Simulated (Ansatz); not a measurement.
**Ge2PH (singlet): from Hartree-Fock to the top rungs at a displaced geometry (v1), cc-pVDZ**

The task here is to estimate one member of a computed series from the others.

Computed with Ansatz 0.2.0, Gaussian basis. Level: cc-pVDZ, core rule «outside noble gas», up to 33 orbitals frozen.

Plan: UHF; CCSD(T) on RHF; BCCD(T) on RHF; CISD; CCSDT(Q) on RHF; CASSCF and MRCISD+Q, 8 electrons in 8 orbitals; CASSCF and NEVPT2, 8 electrons in 8 orbitals.

19 further runs of the same task are left out: 9 that didn't finish, 10 set aside as unsound or not needed.

## The system

The geometry is a PBE0/def2-TZVP stationary point (not a proven minimum) with its atoms shifted at random (size 0.040 Å). No spin-orbit coupling is included. The filled d shell of Ge may be among the frozen orbitals whatever the setting's name suggests; the logs give the count.

4 atoms, charge 0, spin multiplicity 1.

Atoms are counted from 1 here; the program's logs count them from 0.

Bond lengths: Ge1–P2 2.294 Å, Ge1–Ge3 2.441 Å, P2–Ge3 2.181 Å, Ge3–H4 1.512 Å. Angles: P2–Ge1–Ge3 54.7°, Ge1–P2–Ge3 66.0°, Ge1–Ge3–P2 59.2°, Ge1–Ge3–H4 174.9°, P2–Ge3–H4 119.7°.

Set-up of the first run:

in.yaml reads:

```yaml
crystal:
  periodic: [false, false, false]
  atoms:
    - {symbol: Ge, position_ang: [-0.018852, -0.319960, 1.255972]}
    - {symbol: P, position_ang: [-0.019685, 1.545601, -0.079838]}
    - {symbol: Ge, position_ang: [0.028279, -0.334654, -1.184556]}
    - {symbol: H, position_ang: [-0.074498, -0.319378, -2.693351]}
basis:
  gaussian: {orbitals: cc-pVDZ}
magnetization: {spin_polarized: true, initial_magnetization: 0}
hamiltonian: {xc: hf}
output: {orbitals: {seedname: orbitals}}
```

On the command line:

```bash
$ ansatz run in.yaml --threads 1 --pin off --events-out ev --progress --plain --max-ram 2393MiB
```

Steps of the session up to this table: UHF; CCSD(T) on RHF; BCCD(T) on RHF; CISD; CCSDT(Q) on RHF; CASSCF and MRCISD+Q, 8 electrons in 8 orbitals; CASSCF and NEVPT2, 8 electrons in 8 orbitals.

One of the session's tables, all rows but one given; the rest of the session is left out.

```
           method  from RCCSDT(Q) (kJ/mol)
              RHF                   +849.4
             RMP2                   +128.5
             CISD                        ?
            RCCSD                    +52.5
         RCCSD(T)                     +7.3
          BCCD(T)                     +6.9
           RCCSDT                     +4.8
        RCCSDT(Q)                        0
  CASSCF frontier                   +665.6
  NEVPT2 frontier                   +119.4
  MRCISD frontier                    +89.6
MRCISD+Q frontier                    +12.4
```

Q: Estimate the row for CISD from the others.

As computed: from RCCSDT(Q) (kJ/mol): +153.5. In the column «from RCCSDT(Q) (kJ/mol)» it lies between RMP2 (+128.5) and CASSCF frontier (+665.6).
